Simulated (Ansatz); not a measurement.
This script makes a convergence test of the plane-wave cutoff of ZrH2, space group Fm-3m with Ansatz 0.2.0 through its Python package.

`ecut.py`:
```python
"""Convergence of ZrH2 with the plane-wave cutoff."""

import ansatz as az

lattice = az.Lattice.of(
    (0.0, 2.409225, 2.409225),
    (2.409225, 0.0, 2.409225),
    (2.409225, 2.409225, 0.0),
)
sites = [
    ("Zr", (0.0, 0.0, 0.0)),
    ("H", (0.75, 0.75, 0.75)),
    ("H", (0.25, 0.25, 0.25)),
]
zrh2 = az.Crystal(lattice=lattice)
for symbol, position in sites:
    zrh2 = zrh2.atom(symbol, position)

job = (
    zrh2.calculation()
    .occupations(az.OccupationsMethod.FERMI_DIRAC, width=0.1)
    .kpoints(length=24)
    .scf(tolerance=1e-07)
    .functional("LDA")
)

rows = []
for value in [300, 400, 500, 600]:
    rep = job.basis(value).run(threads=1).report
    rows.append((value, rep["free_energy_ev"] / len(rep["lattice"]["sites"]), rep["n_iterations"], rep["n_pw"]))

print(" cutoff (eV)   F/atom (eV)    iterations   plane waves")
for row in rows:
    print(f"{str(row[0]):>12s}  {row[1]:12.5f}  {row[2]:12d}  {row[3]:12d}")

# differences from the last row
for row in rows[:-1]:
    shift = 1000 * (row[1] - rows[-1][1])
    print(f"{row[0]}: {shift:+.2f} meV/atom" + ("  (within 5 meV)" if abs(shift) < 5 else ""))
```

From which cutoff on is the energy per atom within 5 meV of the last row, and how does it get there?

From 400 eV on it stays within 5 meV an atom of the value at 600 eV; the first row (300 eV) is off by 24.3 meV and the last but one by 0.18 meV. The energy falls steadily, as expected when plane waves are added.

What the script printed:

Output of `python ecut.py`:
```text
DeckWarning: basis.ecutwfc = 300 eV is below the records' recommended 420 eV, and the density's cutoff is lower with it unless basis.ecutrho_ratio is high enough to keep the records' density cutoff: compare with a run at a higher cutoff
DeckWarning: basis.ecutwfc = 400 eV is below the records' recommended 420 eV, and the density's cutoff is lower with it unless basis.ecutrho_ratio is high enough to keep the records' density cutoff: compare with a run at a higher cutoff
 cutoff (eV)   F/atom (eV)    iterations   plane waves
         300   -1370.21117             6           331
         400   -1370.23372             6           531
         500   -1370.23530             6           725
         600   -1370.23549             6           941
300: +24.32 meV/atom
400: +1.77 meV/atom  (within 5 meV)
500: +0.18 meV/atom  (within 5 meV)
```
(Warnings from the package without file and line.)

What to keep in mind:
- The mesh is modest for a metal, so energies can be off by several to tens of meV an atom and pressures by half a GPa or more; differences at equal mesh fare better.
- The structure comes from a database of computed cells and needn't be a stable or known phase.
- Shifts are counted from the last row, which is itself no proven limit.

(Lines on the test bed's own set-up are left out of the output.)
